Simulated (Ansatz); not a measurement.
**CH8AlNOSi: one species, many methods**

How much do the methods differ for CH8AlNOSi? The plan is to run it at one geometry with functionals of several rungs and with coupled cluster. The yardstick is the atomisation energy at the CCSD(T) limit.

Program: Ansatz 0.2.0, Gaussian basis. Level of theory: functionals in def2-TZVPP, the program's frozen cores in correlated methods. These are calculated values, not measurements.

The runs, in order: PBE-D4, r2SCAN-D4, PBE0-D4, B3LYP-D4, ωB97X-V, ωB97M-V, B2PLYP; CCSD(T)/def2-TZVPP; MP2/def2-QZVPP; extrapolation to the limit.

**1. Structure used throughout**

An earlier PBE0-D4 in a triple-zeta def2 set relaxation fixed the geometry.

13 atoms, charge 0, spin multiplicity 1.

Atoms are counted from 1 here; the program's logs count them from 0.

Bond lengths: C1–N2 1.448 Å, C1–H6 1.092 Å, C1–H7 1.096 Å, C1–H8 1.096 Å, N2–Al3 1.762 Å, N2–H9 1.009 Å, Al3–O4 1.686 Å, Al3–H10 1.573 Å, O4–Si5 1.619 Å, Si5–H11 1.490 Å, Si5–H12 1.488 Å, Si5–H13 1.488 Å. Angles: N2–C1–H6 109.9°, N2–C1–H7 112.3°, N2–C1–H8 112.3°, H6–C1–H7 107.1°, H6–C1–H8 107.2°, H7–C1–H8 107.7°, C1–N2–Al3 128.8°, C1–N2–H9 112.2°, Al3–N2–H9 119.0°, N2–Al3–O4 118.6°, N2–Al3–H10 120.7°, O4–Al3–H10 120.8°, Al3–O4–Si5 169.2°, O4–Si5–H11 110.7°, O4–Si5–H12 110.3°, O4–Si5–H13 110.3°, H11–Si5–H12 108.4°, H11–Si5–H13 108.4° and more.

**2. PBE-D4 (GGA)**

Contents of in.yaml:

```yaml
crystal:
  periodic: [false, false, false]
  atoms:
    - {symbol: C, position_ang: [-0.667511, -1.404023, 1.358324]}
    - {symbol: N, position_ang: [0.656460, -1.498103, 0.780190]}
    - {symbol: Al, position_ang: [1.430985, -0.426802, -0.384578]}
    - {symbol: O, position_ang: [0.571116, 0.910208, -0.945267]}
    - {symbol: Si, position_ang: [-0.476847, 2.091259, -1.304310]}
    - {symbol: H, position_ang: [-1.182884, -0.524292, 0.966524]}
    - {symbol: H, position_ang: [-0.639389, -1.302855, 2.449720]}
    - {symbol: H, position_ang: [-1.288965, -2.275529, 1.120670]}
    - {symbol: H, position_ang: [1.164608, -2.300887, 1.120586]}
    - {symbol: H, position_ang: [2.892775, -0.712585, -0.889989]}
    - {symbol: H, position_ang: [-1.737081, 1.931000, -0.524956]}
    - {symbol: H, position_ang: [0.110728, 3.418787, -0.978833]}
    - {symbol: H, position_ang: [-0.813593, 2.059221, -2.753180]}
basis:
  gaussian: {orbitals: def2-TZVPP}
hamiltonian: {xc: pbe, dispersion: d4}
output: {forces: true, orbitals: {seedname: orbitals}}
```

Run with:

```console
> ansatz run in.yaml --threads 4 --pin off --events-out ev --progress --plain --max-ram 10444MiB
```

After this run come: r2SCAN-D4 (meta-GGA); PBE0-D4 (hybrid); B3LYP-D4 (hybrid); ωB97X-V (range-separated); ωB97M-V (range-separated); B2PLYP (double hybrid); CCSD(T) in def2-TZVPP; MP2 in def2-QZVPP.

Q: Predict the results of all the runs planned. Wanted: atomisation energy, CCSD(T)/CBS; farthest; mean size of error, hybrid; mean size of error, range-separated; gap, smallest and largest; T1 diagnostic; triples share of the correlation energy.

As calculated:

| quantity | value |
| --- | --- |
| atomisation energy, CCSD(T)/CBS | 4587.2 kJ/mol |
| functionals within 22.9 kJ/mol (0.5 %) | PBE-D4, r2SCAN-D4, B3LYP-D4, ωB97X-V, ωB97M-V |
| farthest | PBE0-D4 (-62.7 kJ/mol) |
| mean size of error, hybrid | 35.9 kJ/mol |
| mean size of error, range-separated | 4.6 kJ/mol |
| gap, smallest and largest | 4.72 eV (PBE-D4), 11.09 eV (ωB97X-V) |
| T1 diagnostic | 0.0115 |
| triples share of the correlation energy | 3.4 % |

**Reading.** PBE-D4 misses by -5.0 kJ/mol. Double hybrids carry the basis error of their MP2 part in triple zeta, and no dispersion term here, so their miss is partly the set-up's. Misses under about 22.9 kJ/mol are within the doubt on the reference itself, which lacks core-valence correlation, relativity and higher excitations. Hartree-Fock recovers 73 % of the binding; the rest is correlation. Orbital gaps span 4.7 to 11.1 eV; exact exchange widens them.
